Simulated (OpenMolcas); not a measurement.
**Si, step by step**

Aim: a series of 9 runs (ROHF/6-31G*, CASSCF(4,4)/6-31G*, CASPT2(4,4)/6-31G*, CASPT2[IPEA 0](4,4)/6-31G*, SC-NEVPT2(4,4)/6-31G*, PC-NEVPT2(4,4)/6-31G*, MC-PDFT[tPBE](4,4)/6-31G*, MC-PDFT[ftPBE](4,4)/6-31G*, and more) of Si. 

Program for the calculation: OpenMolcas 26.06.

70 further runs of the same task are left out: 70 set aside as unsound or not needed.

## Step 1: The energy at ROHF/6-31G(d) (spherical functions) (run 1)

File step1.inp:

```
&GATEWAY
  BasLib
  $CurrDir
  Coord
  1
  angstrom
  Si       0.000000       0.000000       0.000000
  Basis
  6-31Gs
  Group
  NoSym

&SEWARD

&SCF
  UHF
  Spin
  3
  PrOrbitals
  0

&RASSCF
  FileOrb
  $Project.UnaOrb
  Spin
  3
  Nactel
  2 0 0
  Inactive
  6
  Ras2
  2
  OutOrbitals
  Canonical
  OrbListing
  NoCore
```

The basis set 6-31G* is read from a file made from the Basis Set Exchange's data (not shown).

The run is started by

```
$ export MOLCAS_MEM=1860
$ pymolcas step1.inp > step1.log
```

Output:

```text
--- Start Module: gateway ---
[...]
--- Stop Module: gateway /rc=_RC_ALL_IS_WELL_ ---
[...]
      Basis functions           18
[...]
--- Start Module: scf ---
[...]
       Convergence after  20 Iterations
[...]
::    Total SCF energy                               -288.8310126158
[...]
      Total spin, S                                     1.0019866086
[...]
--- Stop Module: scf /rc=_RC_ALL_IS_WELL_ ---
--- Start Module: rasscf ---
[...]
      Number of active orbitals                  2
[...]
      Spin quantum number                      1.0
[...]
      Active orbitals                            2
[...]
      Number of CSFs                             1
[...]
      Number of root(s) required                 1
[...]
      Convergence after  7 iterations
[...]
      printout of CI-coefficients larger than  0.05 for root  1
      energy=    -288.828430
      conf/sym  11     Coeff  Weight
             1  uu   1.00000 1.00000
      Natural orbitals and occupation numbers for root  1
      sym 1:   1.000000   1.000000
      ************************************************************************************************************************
      *                                                    Final results                                                     *
[...]
::    RASSCF root number  1 Total energy:   -288.82842964
[...]
      Total electronic charge=   14.000000
      Total            charge=   -0.000000
[...]
      Dipole Moment (debye):
      Origin of the operator (angstrom)=    0.0000    0.0000    0.0000
                   X= -9.7516E-16               Y= -2.9288E-16               Z=  2.7603E-16           Total=  1.0549E-15
      Quadrupole Moment (debye*angstrom):
[...]
--- Stop Module: rasscf /rc=_RC_ALL_IS_WELL_ ---
[...]
```

Run time: 2.4 s. Hardware: 1 thread of Intel Xeon Platinum 8375C at 2.90GHz (Ice Lake), shared host; peak memory 0.37 GiB.

## Step 2: The Si atom: the energy at CASSCF(4,4)/6-31G(d) (spherical functions) (run 2)

File step2.input:

```
&GATEWAY
  BasLib = $CurrDir
  Coord
  1
  angstrom
  Si       0.000000       0.000000       0.000000
  Basis = 6-31Gs
  Group = NoSym

&SEWARD

&RASSCF
  FileOrb = $CurrDir/step1.RasOrb
  Spin = 3
  Nactel = 4 0 0
  Inactive = 5
  Ras2 = 4
  OrbListing = NoCore
```

The basis set 6-31G* is read from a file made from the Basis Set Exchange's data (not shown).

The run is started by

```
$ export MOLCAS_MEM=1860
$ pymolcas step2.input > step2.log
```

Output:

```text
--- Start Module: gateway ---
[...]
--- Stop Module: gateway /rc=_RC_ALL_IS_WELL_ ---
--- Start Module: seward ---
[...]
      Basis functions           18
--- Stop Module: seward /rc=_RC_ALL_IS_WELL_ ---
--- Start Module: rasscf ---
[...]
      Number of active orbitals                  4
[...]
      Spin quantum number                      1.0
[...]
      Active orbitals                            4
[...]
      Number of CSFs                            15
[...]
      Number of root(s) required                 1
[...]
      Convergence after  8 iterations
[...]
      printout of CI-coefficients larger than  0.05 for root  1
      energy=    -288.841782
      conf/sym  1111     Coeff  Weight
             1  2uu0  -0.98991 0.97993
            15  0uu2   0.14169 0.02007
      Natural orbitals and occupation numbers for root  1
      sym 1:   1.959851   1.000000   1.000000   0.040149
      ************************************************************************************************************************
      *                                                    Final results                                                     *
[...]
::    RASSCF root number  1 Total energy:   -288.84178243
[...]
      Total electronic charge=   14.000000
      Total            charge=   -0.000000
[...]
      Dipole Moment (debye):
      Origin of the operator (angstrom)=    0.0000    0.0000    0.0000
                   X= -1.0025E-15               Y= -2.9652E-16               Z=  2.8822E-16           Total=  1.0844E-15
      Quadrupole Moment (debye*angstrom):
[...]
--- Stop Module: rasscf /rc=_RC_ALL_IS_WELL_ ---
[...]
```

Run time: 1.7 s. Hardware: 1 thread of Intel Xeon Platinum 8375C at 2.90GHz (Ice Lake), shared host; peak memory 0.37 GiB.

## Step 3: The Si atom: the energy at CASPT2(4,4)/6-31G(d) (spherical functions) (run 3)

File step3.inp:

```
* Si CASPT2

&GATEWAY
  BasLib
  $CurrDir
  Coord
  1
  angstrom
  Si       0.000000       0.000000       0.000000
  Basis
  6-31Gs
  Group
  NoSym

&SEWARD

&RASSCF
  FileOrb
  $CurrDir/step2.RasOrb
  Spin
  3
  Nactel
  4 0 0
  Inactive
  5
  Ras2
  4
  OrbListing
  NoCore

&CASPT2
  IPEA
  0.25
  Imaginary
  0.1
  Frozen
  5
```

The basis set 6-31G* is read from a file made from the Basis Set Exchange's data (not shown).

Run the same way, it converges to -288.87454 Eh (log not shown).

Runs 4 to 8 aren't shown in full; the table further down has their settings and results.

## Step 4: The Si atom: the energy at MRCI(4,4)/6-31G(d) (spherical functions) (run 9)

File step9.inp:

```
&gateway
baslib
$CurrDir
coord
1
angstrom
Si       0.000000       0.000000       0.000000
basis
6-31Gs
group
NoSym
&seward
&rasscf
fileorb
$CurrDir/step2.RasOrb
spin
3
nactel
4 0 0
inactive
5
ras2
4
orblisting
NoCore
&motra
lumorb
frozen
5
&guga
electrons
4
spin
3
inactive
0
active
4
ciall
1
&mrci
sdci
```

The basis set 6-31G* is read from a file made from the Basis Set Exchange's data (not shown).

The run is started by

```
$ export MOLCAS_MEM=1860
$ pymolcas step9.inp > step9.log
```

Output:

```text
--- Start Module: gateway ---
[...]
--- Stop Module: gateway /rc=_RC_ALL_IS_WELL_ ---
[...]
      Basis functions           18
[...]
      Number of active orbitals                  4
[...]
      Spin quantum number                      1.0
[...]
      Active orbitals                            4
[...]
      Number of CSFs                            15
[...]
      Number of root(s) required                 1
[...]
      Convergence after  4 iterations
[...]
      printout of CI-coefficients larger than  0.05 for root  1
      energy=    -288.841782
      conf/sym  1111     Coeff  Weight
             1  2uu0  -0.98991 0.97993
            15  0uu2   0.14169 0.02007
      Natural orbitals and occupation numbers for root  1
      sym 1:   1.959851   1.000000   1.000000   0.040149
      ************************************************************************************************************************
      *                                                    Final results                                                     *
[...]
::    RASSCF root number  1 Total energy:   -288.84178243
[...]
      Dipole Moment (debye):
      Origin of the operator (angstrom)=    0.0000    0.0000    0.0000
                   X= -1.0025E-15               Y= -2.9652E-16               Z=  2.8822E-16           Total=  1.0845E-15
      Quadrupole Moment (debye*angstrom):
[...]
--- Start Module: guga ---
[...]
--- Start Module: mrci ---
[...]
       (But an ACPF correction will be computed)
       USE THE DEFAULT ACPF G-VALUE GFAC=  0.50000000000000000
[...]
                      CI ENERGY:  -288.88766997
[...]
                ACPF CORRECTION:    -0.00083747
[...]
      Total electronic charge=   14.000000
      Total            charge=    0.000000
[...]
     ACPF CORRECTION:     -0.00083747
[...]
  CI State   1     Total energy:   -288.88766997     QDav:     -0.00170609     QACPF:     -0.00083747
[...]
```

It took 1.8 s on 1 thread of Intel Xeon Platinum 8375C at 2.90GHz (Ice Lake), shared host; peak memory 0.37 GiB.

## Step 5: Overview of the runs

| run | level | active rule | inactive | energy (Eh) | dipole moment (D) of the reference | wall time |
| --- | --- | --- | --- | --- | --- | --- |
| 1 | ROHF/6-31G* (spherical functions) | – | – | -288.828430 | 0.00 | 2.4 s |
| 2 | CASSCF(4,4)/6-31G* (spherical functions) | full valence | 5 | -288.841782 | 0.00 | 1.7 s |
| 3 | CASPT2(4,4)/6-31G* (spherical functions) | full valence | 5 | -288.874539 | 0.00 | 1.7 s |
| 4 | CASPT2[IPEA 0](4,4)/6-31G* (spherical functions) | full valence | 5 | -288.879864 | 0.00 | 1.7 s |
| 5 | SC-NEVPT2(4,4)/6-31G* (spherical functions) | full valence | 5 | -288.876253 | 0.00 | 1.7 s |
| 6 | PC-NEVPT2(4,4)/6-31G* (spherical functions) | full valence | 5 | -288.876340 | 0.00 | 1.7 s |
| 7 | MC-PDFT[tPBE](4,4)/6-31G* (spherical functions) | full valence | 5 | -289.194873 | 0.00 | 1.8 s |
| 8 | MC-PDFT[ftPBE](4,4)/6-31G* (spherical functions) | full valence | 5 | -289.260102 | 0.00 | 1.8 s |
| 9 | MRCI(4,4)/6-31G* (spherical functions) | full valence | 5 | -288.887670 | 0.00 | 1.8 s |

## Step 6: Results

| quantity | value |
| --- | --- |
| Si atom, run 9: total energy | -288.88767 Eh |
| Si atom, run 9: dipole moment (CASSCF density) | 0.00 D |

What this shows: Below the ROHF energy at the same shape and in the same basis (6-31G*): CASSCF(4,4) -13.4 mEh; CASPT2(4,4) -46.1 mEh; CASPT2[IPEA 0](4,4) -51.4 mEh; SC-NEVPT2(4,4) -47.8 mEh; PC-NEVPT2(4,4) -47.9 mEh; MRCI(4,4) -59.2 mEh. Active-space methods hold only the correlation inside their space unless a perturbation or CI step follows. All runs together took 16 s, the longest 2.4 s.
